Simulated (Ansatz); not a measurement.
# BeTeS3: the cost of one run

Computed with Ansatz 0.2.0 (DFT PBE, scalar-relativistic, plane waves, PAW, unless a step's input says otherwise).

### Step 1. The starting structure

The structure is hexagonal, space group P6/mmm (No. 191). The conventional cell has a = 6.449 Å, b = 6.449 Å, c = 6.626 Å, α = 90.00°, β = 90.00°, γ = 120.00°. Around Be (site symmetry -6m2) lie 2 S at 1.50 Å. Around Te (site symmetry -6m2) lie 2 S at 1.81 Å. Around S (site symmetry 3m) lie 1 Be at 1.50 Å. Around S (site symmetry 6/mmm) lie 2 S at 3.31 Å and 6 Te at 3.72 Å. S (site symmetry 6/mmm) is surrounded by 2 S at 3.31 Å and 6 Be at 3.72 Å.

As a file:

```cif
data_structure
_symmetry_space_group_name_H-M 'P 1'
_symmetry_Int_Tables_number 1
_cell_length_a 6.4486
_cell_length_b 6.4486
_cell_length_c 6.6256
_cell_angle_alpha 90.000
_cell_angle_beta 90.000
_cell_angle_gamma 120.000
_cell_volume 238.61
loop_
_atom_site_label
_atom_site_type_symbol
_atom_site_fract_x
_atom_site_fract_y
_atom_site_fract_z
_atom_site_occupancy
Be1 Be 0.33333 0.66667 0.00000 1
Be2 Be 0.66667 0.33333 0.00000 1
Te1 Te 0.33333 0.66667 0.50000 1
Te2 Te 0.66667 0.33333 0.50000 1
S1 S 0.33333 0.66667 0.77375 1
S2 S 0.33333 0.66667 0.22625 1
S3 S 0.66667 0.33333 0.22625 1
S4 S 0.66667 0.33333 0.77375 1
S5 S 0.00000 0.00000 0.50000 1
S6 S 0.00000 0.00000 0.00000 1
```

A structure generator made this guess: random cell by space group and Wyckoff sites (P6/mmm, No. 191). The dimensions are guesses.

### Step 2. Probe: one point on a coarse mesh

Contents of input.yaml:

```yaml
crystal:
  lattice:
    - [6.44858211, 0.0, 0.0]
    - [-3.22429105, 5.58463592, 0.0]
    - [0.0, 0.0, 6.62559093]
  atoms:
    - { symbol: Be, position: [0.33333333, 0.66666667, 0.0] }
    - { symbol: Be, position: [0.66666667, 0.33333333, 0.0] }
    - { symbol: Te, position: [0.33333333, 0.66666667, 0.5] }
    - { symbol: Te, position: [0.66666667, 0.33333333, 0.5] }
    - { symbol: S, position: [0.33333333, 0.66666667, 0.77374816] }
    - { symbol: S, position: [0.33333333, 0.66666667, 0.22625184] }
    - { symbol: S, position: [0.66666667, 0.33333333, 0.22625184] }
    - { symbol: S, position: [0.66666667, 0.33333333, 0.77374816] }
    - { symbol: S, position: [0.0, 0.0, 0.5] }
    - { symbol: S, position: [0.0, 0.0, 0.0] }
basis:
  ecutwfc: 420
kpoints:
  mp_grid: { grid: [3, 3, 4] }
hamiltonian:
  xc: pbe
scf:
  occupations: { method: gaussian, width: 0.1 }
  lower_state_search: "off"
output:
  forces: true
  stress: true
  eigenvalues: true
```

Command:

```console
$ ansatz run input.yaml --threads 1 --pin off --max-ram 2560MiB --backend cpu --events-out ev --progress --plain --runs-dir out
```

Q: Estimate wall time and peak memory on 1 thread of Arm Neoverse V1, shared host.

About 8 s, with a peak of 0.46 GiB.
